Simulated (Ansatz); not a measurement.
# H₅NOSi₂: up Jacob's ladder to CCSD(T)

How much do the methods differ for H₅NOSi₂? The plan is to run it at one geometry with functionals of several rungs and with coupled cluster, and see how far each lands from CCSD(T) at the basis-set limit for the atomisation energy.

The runs use Ansatz 0.2.0, Gaussian basis; functionals in def2-TZVPP, the program's frozen cores in correlated methods.

The runs, in order: LDA (SPW92), PBE-D4, revPBE-D4, BLYP-D4, r2SCAN-D4, B97M-V, PBE0-D4, B3LYP-D4, r2SCANh-D4, r2SCAN0-D4, HSE06-D4, BHLYP-D4, CAM-B3LYP-D4, LC-ωPBE, ωB97X-V, ωB97M-V, B2PLYP, PBE-QIDH; CCSD(T)/def2-SVP; CCSD(T)/def2-TZVPP; MP2/def2-QZVPP; extrapolation to the limit; RPA on PBE.

## 1. Structure used throughout

All runs share one geometry, relaxed beforehand with PBE0-D4 in a triple-zeta def2 set.

9 atoms, charge 0, spin multiplicity 1.

Atoms are counted from 1 here; the program's logs count them from 0.

Bond lengths: O1–Si2 1.666 Å, O1–H5 0.959 Å, Si2–N3 1.716 Å, N3–Si4 1.748 Å, N3–H7 1.010 Å, Si4–H6 1.483 Å, Si4–H8 1.488 Å, Si4–H9 1.483 Å. Angles: Si2–O1–H5 115.9°, O1–Si2–N3 96.1°, Si2–N3–Si4 128.4°, Si2–N3–H7 115.8°, Si4–N3–H7 115.7°, N3–Si4–H6 111.7°, N3–Si4–H8 106.7°, N3–Si4–H9 111.7°, H6–Si4–H8 108.8°, H6–Si4–H9 109.0°, H8–Si4–H9 108.8°.

## 2. LDA

This LDA is Slater exchange with PW92 correlation.

File in.yaml:

```yaml
crystal:
  periodic: [false, false, false]
  atoms:
    - {symbol: O, position_ang: [-0.217832, 1.683286, -0.904251]}
    - {symbol: Si, position_ang: [-0.351696, 0.343378, -1.885449]}
    - {symbol: N, position_ang: [-0.080737, -0.814417, -0.648800]}
    - {symbol: Si, position_ang: [0.223640, -0.538262, 1.050481]}
    - {symbol: H, position_ang: [-0.328505, 2.531528, -1.336841]}
    - {symbol: H, position_ang: [-0.909008, 0.162356, 1.703691]}
    - {symbol: H, position_ang: [-0.099326, -1.781850, -0.939623]}
    - {symbol: H, position_ang: [0.386883, -1.877209, 1.678571]}
    - {symbol: H, position_ang: [1.465180, 0.244789, 1.265121]}
basis:
  gaussian: {orbitals: def2-TZVPP}
hamiltonian: {xc: lda}
output: {orbitals: {seedname: orbitals}}
```

On the command line:

```bash
$ ansatz run in.yaml --threads 2 --pin off --events-out ev --progress --plain --max-ram 4352MiB
```

The runs that follow: PBE-D4 (GGA); revPBE-D4 (GGA); BLYP-D4 (GGA); r2SCAN-D4 (meta-GGA); B97M-V (meta-GGA); PBE0-D4 (hybrid); B3LYP-D4 (hybrid); r2SCANh-D4 (hybrid); r2SCAN0-D4 (hybrid); HSE06-D4 (hybrid); BHLYP-D4 (hybrid); CAM-B3LYP-D4 (range-separated); LC-ωPBE (range-separated); ωB97X-V (range-separated); ωB97M-V (range-separated); B2PLYP (double hybrid); PBE-QIDH (double hybrid); CCSD(T) in def2-SVP; CCSD(T) in def2-TZVPP; MP2 in def2-QZVPP; RPA on PBE orbitals.

**Question.** What will the summary of the whole plan be? Wanted: atomisation energy, CCSD(T)/CBS; farthest beyond LDA; mean size of error, GGA; mean size of error, meta-GGA; mean size of error, hybrid; mean size of error, range-separated; mean size of error, double hybrid; gap, smallest and largest; T1 diagnostic.

**Answer**, as computed:

| quantity | value |
| --- | --- |
| atomisation energy, CCSD(T)/CBS | 743.5 kcal/mol |
| functionals within 3.7 kcal/mol (0.5 %) | PBE-D4, BLYP-D4, B97M-V, B3LYP-D4, CAM-B3LYP-D4, ωB97X-V, ωB97M-V |
| farthest beyond LDA | BHLYP-D4 (-23.7 kcal/mol) |
| mean size of error, GGA | 6.1 kcal/mol |
| mean size of error, meta-GGA | 4.3 kcal/mol |
| mean size of error, hybrid | 14.3 kcal/mol |
| mean size of error, range-separated | 5.0 kcal/mol |
| mean size of error, double hybrid | 14.4 kcal/mol |
| gap, smallest and largest | 3.72 eV (LDA (SPW92)), 10.45 eV (LC-ωPBE) |
| T1 diagnostic | 0.0138 |
| triples share of the correlation energy | 3.7 % |

LDA overbinds by 96.1 kcal/mol (13 %). PBE-D4 is off by +0.9 kcal/mol. Double hybrids carry the basis error of their MP2 part in triple zeta, and no dispersion term here, so their miss is partly the set-up's. By mean error the best rung here is meta-GGA (4.3 kcal/mol) and the worst beyond LDA is double hybrid (14.4 kcal/mol). The gap between the best rungs is small, so their order is not settled. Misses under about 3.7 kcal/mol are within the doubt on the reference itself, which lacks core-valence correlation, relativity and higher excitations. Hartree-Fock recovers 70 % of the binding; the rest is correlation. CCSD(T) in def2-SVP is off by -66.0 kcal/mol, more than most functionals: a good method in a small basis is no reference. The gap grows from 3.7 to 10.4 eV across the functionals, mostly with the share of exact exchange.
